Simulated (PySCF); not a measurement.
# H4O2Yb (Yb(H2O)23+): the cost of one run

Method: several levels, as the steps say, no spin–orbit coupling; program: PySCF 2.14.0.

3 further runs of the same task are left out: 2 for a known fault of the program, 1 that didn't finish.

## 1. Where the work starts

7 atoms, charge 3, spin multiplicity 1.

Bond lengths: Yb1–O2 2.165 Å, Yb1–O5 2.167 Å, O2–H3 0.999 Å, O2–H4 1.000 Å, O5–H6 1.000 Å, O5–H7 1.000 Å. Angles: O2–Yb1–O5 109.8°, Yb1–O2–H3 129.1°, Yb1–O2–H4 128.2°, H3–O2–H4 102.7°, Yb1–O5–H6 129.2°, Yb1–O5–H7 128.1°, H6–O5–H7 102.7°.

Coordinates:

```
Yb   -1.0335   -0.3193   -0.0127
O     0.1504   -0.0047    1.7729
H     1.0162    0.4822    1.8762
H    -0.0498   -0.2992    2.7074
O     0.1670    0.0860   -1.7704
H     1.0737   -0.2602   -2.0095
H    -0.0708    0.6463   -2.5639
```

Formal oxidation states: Yb +3. Each metal's 13 4f electrons lie in its core potential, so multiplicities, spins and levels count the valence alone. An earlier session relaxed this geometry at B3LYP, Yb lcecp-1-SVP with ECP59, O def2-SVP, H def2-SVP (singlet, point group C1).

At B3LYP on the finer grid: E = -190.942619 Eh, HOMO -26.60 eV, LUMO -19.38 eV, Mulliken charge on Yb1 +2.16 e, largest force component 0.019 eV/Å. 

Levels to run: revPBE; wB97X; PBE0; BLYP; B3LYP, TZVP. Hardware: 2 threads of Arm Neoverse V1, shared host.

## 2. revPBE

run.py (the lines that set the calculation)

```python
mol = gto.M(atom='''
Yb    -1.03349    -0.31927    -0.01273
O      0.15036    -0.00469     1.77290
H      1.01615     0.48215     1.87617
H     -0.04981    -0.29924     2.70740
O      0.16700     0.08602    -1.77038
H      1.07369    -0.26019    -2.00947
H     -0.07078     0.64635    -2.56388''',
    basis={'Yb': 'lcecp-1-SVP', 'O': 'def2-SVP', 'H': 'def2-SVP'},
    ecp={'Yb': 'lcecp-1-SVP'},
    charge=3, spin=0)
mf = dft.RKS(mol, xc='PBE_R,PBE')
mf.grids.atom_grid = (75, 302)  # f atoms: unpruned, at least (60, 302)
mf = mf.density_fit()  # fitting sets: Yb AutoAux, O def2-universal-JKFIT, H def2-universal-JKFIT
mf.conv_tol = 1e-08; mf.max_cycle = 55
mf.kernel(dm0)  # dm0: the density of the relaxed state
```

The run is started by

```sh
$ OMP_NUM_THREADS=2 python run.py
```

**Question.** How long does this run take on 2 threads of Arm Neoverse V1, shared host?

About 3.7 s.
